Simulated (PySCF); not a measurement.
# DyH3N (Dy(NH3)2+): the cost of one run

Computed with PySCF 2.14.0. Level: PBE0, Dy lcecp-0-SVP with ECP56, N def2-SVP, H def2-SVP; scalar-relativistic core potentials, no spin–orbit coupling.

1 further run of the same task is left out (for a known fault of the program).

**1. The system as given**

5 atoms, charge 2, spin multiplicity 1.

Bond lengths: Dy1–N2 2.667 Å, N2–H3 1.020 Å, N2–H4 1.020 Å, N2–H5 1.020 Å. Angles: Dy1–N2–H3 113.0°, Dy1–N2–H4 113.0°, Dy1–N2–H5 113.0°, H3–N2–H4 105.8°, H3–N2–H5 105.8°, H4–N2–H5 105.8°.

Geometry (Å):

```tsv
atom	x (Å)	y (Å)	z (Å)
Dy1	0.00000	0.00000	0.00000
N2	0.00000	0.00000	2.66750
H3	0.93920	0.00000	3.06550
H4	-0.46960	0.81330	3.06550
H5	-0.46960	-0.81330	3.06550
```

Formal oxidation states: Dy +2. Each metal's 10 4f electrons lie in its core potential, so multiplicities, spins and levels count the valence alone.

**2. SCF at the start, singlet**

run.py (the lines that set the calculation) reads:

```python
mol = gto.M(atom='''
Dy     0.00000     0.00000     0.00000
N      0.00000     0.00000     2.66750
H      0.93920     0.00000     3.06550
H     -0.46960     0.81330     3.06550
H     -0.46960    -0.81330     3.06550''',
    basis={'Dy': 'lcecp-0-SVP', 'N': 'def2-SVP', 'H': 'def2-SVP'},
    ecp={'Dy': 'lcecp-0-SVP'},
    charge=2, spin=0)
mf = dft.RKS(mol, xc='PBE0')
mf.grids.atom_grid = (50, 194)  # f atoms: unpruned, at least (60, 302)
mf = mf.density_fit()  # fitting sets: Dy AutoAux, N def2-universal-JKFIT, H def2-universal-JKFIT
mf.conv_tol = 1e-08; mf.max_cycle = 55
mf.kernel(dm0)  # dm0: free metal ions and neutral atoms
```

Run with:

```console
> OMP_NUM_THREADS=2 python run.py
```

What time and memory should one allow on 2 threads of Arm Neoverse V2, shared host?

About 1.4 s, with a peak of 0.36 GiB.
